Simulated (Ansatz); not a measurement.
# SiSn11O24: the cost of one run

Computed with Ansatz 0.2.0 (DFT, PBE, plane-wave PAW, default files, scalar-relativistic, as far as a step names no other, unless a step's input says otherwise).

### 1 Starting point

Symmetry: Pmmm, No. 47, orthorhombic system. Conventional cell: a = 6.701 Å, b = 6.701 Å, c = 9.560 Å, α = 90.00°, β = 90.00°, γ = 90.00°. Si (site symmetry mmm) has 6 O at 2.05 to 2.06 Å as nearest neighbours. Sn (site symmetry mm2) is surrounded by 6 O at 2.05 to 2.06 Å. Around Sn (site symmetry mmm) lie 6 O at 2.05 to 2.06 Å. Only part of the 16 independent sites is listed.

Coordinates:

```cif
data_structure
_symmetry_space_group_name_H-M 'P 1'
_symmetry_Int_Tables_number 1
_cell_length_a 6.7005
_cell_length_b 6.7005
_cell_length_c 9.5595
_cell_angle_alpha 90.000
_cell_angle_beta 90.000
_cell_angle_gamma 90.000
_cell_volume 429.20
loop_
_atom_site_label
_atom_site_type_symbol
_atom_site_fract_x
_atom_site_fract_y
_atom_site_fract_z
_atom_site_occupancy
Si1 Si 0.00000 0.00000 0.00000 1
Sn1 Sn 0.00000 0.00000 0.33333 1
Sn2 Sn 0.00000 0.00000 0.66667 1
Sn3 Sn 0.50000 0.50000 0.00000 1
Sn4 Sn 0.50000 0.50000 0.33333 1
Sn5 Sn 0.50000 0.50000 0.66667 1
Sn6 Sn 0.50000 0.00000 0.16667 1
Sn7 Sn 0.50000 0.00000 0.50000 1
Sn8 Sn 0.50000 0.00000 0.83333 1
Sn9 Sn 0.00000 0.50000 0.16667 1
Sn10 Sn 0.00000 0.50000 0.50000 1
Sn11 Sn 0.00000 0.50000 0.83333 1
O1 O 0.30710 0.00000 0.00000 1
O2 O 0.30710 0.00000 0.33333 1
O3 O 0.30710 0.00000 0.66667 1
O4 O 0.80710 0.50000 0.00000 1
O5 O 0.80710 0.50000 0.33333 1
O6 O 0.80710 0.50000 0.66667 1
O7 O 0.50000 0.30710 0.16667 1
O8 O 0.50000 0.30710 0.50000 1
O9 O 0.50000 0.30710 0.83333 1
O10 O 0.00000 0.80710 0.16667 1
O11 O 0.00000 0.80710 0.50000 1
O12 O 0.00000 0.80710 0.83333 1
O13 O 0.69290 0.00000 0.00000 1
O14 O 0.69290 0.00000 0.33333 1
O15 O 0.69290 0.00000 0.66667 1
O16 O 0.19290 0.50000 0.00000 1
O17 O 0.19290 0.50000 0.33333 1
O18 O 0.19290 0.50000 0.66667 1
O19 O 0.50000 0.69290 0.16667 1
O20 O 0.50000 0.69290 0.50000 1
O21 O 0.50000 0.69290 0.83333 1
O22 O 0.00000 0.19290 0.16667 1
O23 O 0.00000 0.19290 0.50000 1
O24 O 0.00000 0.19290 0.83333 1
```

Atom 1 of the input is the impurity.

### 2 First run, atoms as given

The input, input.yaml:

```yaml
crystal:
  lattice:
    - [4.738, 4.738, 0.0]
    - [-4.738, 4.738, 0.0]
    - [0.0, 0.0, 9.5595]
  atoms:
    - { symbol: Si, position: [0.0, 0.0, 0.0] }
    - { symbol: Sn, position: [0.0, 0.0, 0.3333333333] }
    - { symbol: Sn, position: [0.0, 0.0, 0.6666666667] }
    - { symbol: Sn, position: [0.5, 0.5, 0.0] }
    - { symbol: Sn, position: [0.5, 0.5, 0.3333333333] }
    - { symbol: Sn, position: [0.5, 0.5, 0.6666666667] }
    - { symbol: Sn, position: [0.5, 0.0, 0.1666666667] }
    - { symbol: Sn, position: [0.5, 0.0, 0.5] }
    - { symbol: Sn, position: [0.5, 0.0, 0.8333333333] }
    - { symbol: Sn, position: [0.0, 0.5, 0.1666666667] }
    - { symbol: Sn, position: [0.0, 0.5, 0.5] }
    - { symbol: Sn, position: [0.0, 0.5, 0.8333333333] }
    - { symbol: O, position: [0.3071, 0.0, 0.0] }
    - { symbol: O, position: [0.3071, 0.0, 0.3333333333] }
    - { symbol: O, position: [0.3071, 0.0, 0.6666666667] }
    - { symbol: O, position: [0.8071, 0.5, 0.0] }
    - { symbol: O, position: [0.8071, 0.5, 0.3333333333] }
    - { symbol: O, position: [0.8071, 0.5, 0.6666666667] }
    - { symbol: O, position: [0.5, 0.3071, 0.1666666667] }
    - { symbol: O, position: [0.5, 0.3071, 0.5] }
    - { symbol: O, position: [0.5, 0.3071, 0.8333333333] }
    - { symbol: O, position: [0.0, 0.8071, 0.1666666667] }
    - { symbol: O, position: [0.0, 0.8071, 0.5] }
    - { symbol: O, position: [0.0, 0.8071, 0.8333333333] }
    - { symbol: O, position: [0.6929, 0.0, 0.0] }
    - { symbol: O, position: [0.6929, 0.0, 0.3333333333] }
    - { symbol: O, position: [0.6929, 0.0, 0.6666666667] }
    - { symbol: O, position: [0.1929, 0.5, 0.0] }
    - { symbol: O, position: [0.1929, 0.5, 0.3333333333] }
    - { symbol: O, position: [0.1929, 0.5, 0.6666666667] }
    - { symbol: O, position: [0.5, 0.6929, 0.1666666667] }
    - { symbol: O, position: [0.5, 0.6929, 0.5] }
    - { symbol: O, position: [0.5, 0.6929, 0.8333333333] }
    - { symbol: O, position: [0.0, 0.1929, 0.1666666667] }
    - { symbol: O, position: [0.0, 0.1929, 0.5] }
    - { symbol: O, position: [0.0, 0.1929, 0.8333333333] }
kpoints:
  mp_grid: { grid: [3, 3, 2] }
scf:
  occupations: { method: fermi_dirac, width: 0.01 }
hamiltonian:
  xc: pbe
  pseudopotentials: { kind: paw }
output:
  forces: true
  stress: true
  populations: true
  efg:
    quadrupole_moments_barn: { Sn: -0.132, O: -0.02558 }
    contact_densities: true
  write_density: true
  write_potential: true
  elf: true
  volumetric_format: npy
```

On the command line:

```
> ansatz run input.yaml --threads 1 --pin off --max-ram 3072MiB --backend cpu --events-out ev --progress --plain --runs-dir out
```

What time and memory should one allow on 1 thread of Arm Neoverse V1, shared host?

About 87 s, with a peak of 1.1 GiB.
